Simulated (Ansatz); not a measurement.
# BF2H3Si: the cost of one run

Program: Ansatz 0.2.0. Level of theory: RKS PBE0-D4/def2-SVP. These are calculated values, not measurements.

### 1 The structure to begin with

Bond lengths: F1–B2 1.493 Å, B2–F3 1.450 Å, B2–Si4 1.911 Å, Si4–H5 1.418 Å, Si4–H6 1.528 Å, Si4–H7 1.488 Å. Angles: F1–B2–F3 119.6°, F1–B2–Si4 119.5°, F3–B2–Si4 120.9°, B2–Si4–H5 113.8°, B2–Si4–H6 108.9°, B2–Si4–H7 108.9°, H5–Si4–H6 109.5°, H5–Si4–H7 109.4°, H6–Si4–H7 106.0°.

Structure file:

```xyz
7

F     2.0380   -0.6368    0.7803
B     0.5679   -0.7726    0.5592
F    -0.1273   -1.9377    1.0696
Si   -0.3646    0.5732   -0.4267
H     0.4630    1.6388   -0.8638
H    -1.4953    1.1262    0.4393
H    -1.0204   -0.0591   -1.6035
```

### 2 Relaxing end A

The input, input.yaml:

```yaml
crystal:
  periodic: [false, false, false]
  atoms:
    - { symbol: F, position_ang: [2.038, -0.6368, 0.7803] }
    - { symbol: B, position_ang: [0.5679, -0.7726, 0.5592] }
    - { symbol: F, position_ang: [-0.1273, -1.9377, 1.0696] }
    - { symbol: Si, position_ang: [-0.3646, 0.5732, -0.4267] }
    - { symbol: H, position_ang: [0.463, 1.6388, -0.8638] }
    - { symbol: H, position_ang: [-1.4953, 1.1262, 0.4393] }
    - { symbol: H, position_ang: [-1.0204, -0.0591, -1.6035] }
basis:
  gaussian: { orbitals: def2-SVP }
hamiltonian:
  xc: pbe0
  dispersion: d4
relax:
  f_tol: 0.015
  max_steps: 40
```

The run is started by

```console
ansatz run input.yaml --threads 1 --pin off --max-ram 2048MiB --backend cpu --events-out ev --progress --plain --runs-dir out
```

**Question.** How long does this run take on 1 thread of an x86-64 CPU, shared host, and how much memory does it need?

About 12 s, with a peak of 0.16 GiB.
